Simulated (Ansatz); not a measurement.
## Yb₃InC, space group Pm-3m: a convergence test of the k-point mesh

Program: the Ansatz DFT code, driven from Python.

`kconv_yb3inc.py`:
```python
import warnings

import ansatz as az
from tabulate import tabulate


def main() -> None:
    warnings.simplefilter("ignore", az.DeckWarning)

    lattice = az.Lattice.of(
        [5.06325, 0.0, 0.0],
        [0.0, 5.06325, 0.0],
        [0.0, 0.0, 5.06325],
    )
    sites = [
        ("Yb", [0.5, 0.0, 0.5]),
        ("Yb", [0.5, 0.5, 0.0]),
        ("Yb", [0.0, 0.5, 0.5]),
        ("In", [0.0, 0.0, 0.0]),
        ("C", [0.5, 0.5, 0.5]),
    ]
    structure = az.Crystal(lattice=lattice)
    for symbol, position in sites:
        structure = structure.atom(symbol, position)

    calculation = (
        structure.calculation()
        .functional("pbe")
        .occupations("Fermi-Dirac", width=0.15)
    )

    rows = []
    for value in [1.0, 0.6, 0.4, 0.3]:
        report = calculation.kpoints(spacing=value).run().report
        rows.append((value, report["free_energy_ev"] / len(report["lattice"]["sites"]), report["n_iterations"], report["n_kpoints"]))

    print(tabulate(rows, headers=["spacing (1/A)", "F/atom (eV)", "iterations", "k-points"], floatfmt=".4f", tablefmt="github"))

    for row in rows[:-1]:
        shift = 1000 * (row[1] - rows[-1][1])
        print(f"{row[0]}: {shift:+.2f} meV/atom" + ("  (within 1 meV)" if abs(shift) < 1 else ""))


if __name__ == "__main__":
    main()
```

Output of `python kconv_yb3inc.py`:
```text
|   spacing (1/A) |   F/atom (eV) |   iterations |   k-points |
|-----------------|---------------|--------------|------------|
|          1.0000 |    -9446.9275 |            9 |          4 |
|          0.6000 |    -9447.0278 |           10 |          4 |
|          0.4000 |    -9447.0317 |            9 |         10 |
|          0.3000 |    -9447.0342 |            9 |         10 |
1.0: +106.66 meV/atom
0.6: +6.36 meV/atom
0.4: +2.46 meV/atom
```

What to keep in mind:
- Semilocal functionals put the nearly full 4f shell of Yb too close to the Fermi level.
- The smearing is wide enough that free energy and stress hold a thermal part of the electrons.
- The structure comes from a database of computed cells and needn't be a stable or known phase.
- Shifts are counted from the finest mesh, which is itself no proven limit.
- The whole script took 13 s on 1 thread of Arm Neoverse V2, with other jobs on the host, peak memory 0.46 GiB.

(Lines on the test bed's own set-up are left out of the output.)
